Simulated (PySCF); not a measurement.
# C5H7NO2Se: the cost of one run

Computed with PySCF 2.14.0 and routines of our own; the level stands in each step. Atoms count from 0.

## 1. The system as given

16 atoms, charge 0, multiplicity 1; geometry from: GFN2-xTB.

## 2. Magnetic properties: GIAO KT3/pcSseg-1

What the job is given:

```
{"job": {"kind": "mag", "xc": "KT3", "basis": "pcSseg-1", "isotopologues": 0}, "charge": 0, "multiplicity": 1}
C     -1.613021    -1.033723     0.097672
N     -0.809484     0.140239    -0.155290
C     -1.478571     1.402208     0.062808
C      0.525479     0.055667     0.126819
C      1.213975    -1.018328     0.560422
O      2.586024    -0.926257     0.628940
C      3.127259     0.216194     0.276473
O      4.290427     0.475182     0.274702
Se     1.744261     1.482713    -0.268929
H     -2.599114    -0.876932    -0.335866
H     -1.153154    -1.894629    -0.384172
H     -1.726341    -1.242901     1.167952
H     -1.709378     1.573097     1.121152
H     -2.406618     1.414122    -0.507725
H     -0.840075     2.213052    -0.292692
H      0.840732    -1.970758     0.883806
```

Method: GIAO KT3/pcSseg-1 magnetisability, rotational g tensor and spin-rotation constants, non-relativistic, gas phase.

Launch:

```bash
$ OMP_NUM_THREADS=1 python excited_run.py task.json out
```

One launch serves the whole session: the jobs run in the order shown.

Q: Estimate the wall time and peak memory of this first job on 1 thread of AMD EPYC 9R45, shared host.

About 50 s, with a peak of 0.78 GiB.
